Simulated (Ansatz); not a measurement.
# CH5SSb, SMILES S[CH2][SbH2]: vertical and adiabatic energies of changing the electron count

With Ansatz's Python interface.

Typed at the interpreter:
```pycon
>>> import ansatz
>>> import numpy as np
>>> params = {
...     "basis_set": "def2-SVP",
...     "xc": "PBE",
...     "net_charge": 1,
... }
>>> mol = (
...     ansatz.Crystal.molecule()
...     .atom("S", (-1.8654, 0.222, -0.0459))
...     .atom("C", (-0.1149, 0.4716, -0.0834))
...     .atom("Sb", (0.7621, -0.9588, 1.2441))
...     .atom("H", (-2.0355, 1.3156, -0.9919))
...     .atom("H", (0.1524, 1.494, 0.2293))
...     .atom("H", (0.2686, 0.323, -1.1129))
...     .atom("H", (2.4148, -0.6623, 0.5738))
...     .atom("H", (0.5101, -2.2621, 0.131))
... )
>>> calc = mol.calculation().basis(gaussian=params["basis_set"]).functional(params["xc"])
>>> symbols = [site.symbol for site in mol.cartesian_sites]
>>> start = np.array([site.position_ang for site in mol.cartesian_sites], dtype=float)
>>> rep = calc.relax(force_tolerance=0.01, max_steps=100).run(threads=1, backend="cpu").report
>>> end = np.array(rep["positions_ang"])
>>> minimum = ansatz.Crystal.molecule()
>>> for symbol, place in zip(symbols, end):
...     minimum = minimum.atom(symbol, place.tolist())
...
>>> ion = (
...     minimum.calculation()
...     .basis(gaussian=params["basis_set"])
...     .functional(params["xc"])
...     .charge(params["net_charge"])
...     .spin("collinear", total=1)
... )
>>> vertical = ion.run(threads=1, backend="cpu").report
>>> settled = ion.relax(force_tolerance=0.01, max_steps=80).run(threads=1, backend="cpu").report
>>> print(f"vertical ionisation energy   {vertical['free_energy_ev'] - rep['free_energy_ev']:.3f} eV")
vertical ionisation energy   8.539 eV
>>> print(f"adiabatic, no zero point     {settled['free_energy_ev'] - rep['free_energy_ev']:.3f} eV")
adiabatic, no zero point     7.801 eV
>>> print(f"relaxation energy of the ion {vertical['free_energy_ev'] - settled['free_energy_ev']:.3f} eV")
relaxation energy of the ion 0.738 eV
>>> ionised = np.array(settled["positions_ang"])
>>> print("final positions (A) and the move of each atom")
final positions (A) and the move of each atom
>>> for symbol, xyz, old in zip(symbols, ionised, end):
...     print(f"{symbol:2s} {xyz[0]:10.5f} {xyz[1]:10.5f} {xyz[2]:10.5f}   {np.linalg.norm(xyz - old):7.4f}")
...
S    -1.00377   -0.00393   -1.24235    1.2371
C     0.12870    0.91040   -0.23392    0.4278
Sb    1.18651   -0.68267    0.98880    0.4875
H    -2.05128   -0.04519   -0.35997    1.4362
H    -0.33259    1.63638    0.46143    0.4546
H     0.90636    1.37911   -0.86718    1.0285
H     1.49887   -1.75597   -0.32538    1.5025
H    -0.24060   -1.49513    1.52266    1.5622
```

Notes:
- The energies are electronic: no zero-point or thermal terms, and the basis set is short of its limit. The product may relax into another structure. The relaxation finds the nearest minimum, so the adiabatic value is an upper bound.
- def2 sets replace the cores of elements past krypton by effective core potentials.
- It ran for 2.6 min on 1 thread of Arm Neoverse V1, on a shared host, peak memory 0.26 GiB.
